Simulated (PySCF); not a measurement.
# GeH6N2: the cost of one run

Programs: PySCF 2.14.0, with density-fitted response routines of our own. Each step states its level of theory. These are calculated values for one molecule in the gas phase, unless marked as measured. Atoms count from 0, in the outputs and in this text.

### Step 1. The molecule as given

9 atoms, charge 0, multiplicity 1; geometry from: PBE0-D3(BJ)/def2-SVP.

Bonds of the start (Å): N0–Ge1 1.83, Ge1–N2 1.84, N0–H3 1.02, N0–H4 1.02, Ge1–H5 1.54, Ge1–H6 1.55, N2–H7 1.02, N2–H8 1.02.

### Step 2. Ultraviolet spectrum: PBE0/aug-cc-pVTZ

Job settings and geometry (Å):

```
{"job": {"kind": "uv", "xc": "PBE0", "basis": "aug-cc-pVTZ"}, "charge": 0, "multiplicity": 1}
N      1.434878    -0.331921     0.402835
Ge    -0.233470     0.399719     0.227326
N     -1.509989    -0.888956    -0.082063
H      1.460655    -1.187125     0.952962
H      1.919192    -0.496440    -0.475116
H     -0.653733     1.055533     1.554159
H     -0.088798     1.452888    -0.896906
H     -2.453591    -0.624626     0.190140
H     -1.538918    -1.269438    -1.024316
```

Method: TDDFT PBE0/aug-cc-pVTZ, vertical, gas phase, core orbitals frozen in the response.

The run is started by

```bash
$ OMP_NUM_THREADS=1 python probes_run.py task.json out
```

One launch serves the whole session: the jobs run in the order shown.

Q: Estimate the wall time and peak memory of this first job on 1 thread of Arm Neoverse V1, shared host.

About 33 s, with a peak of 0.97 GiB.
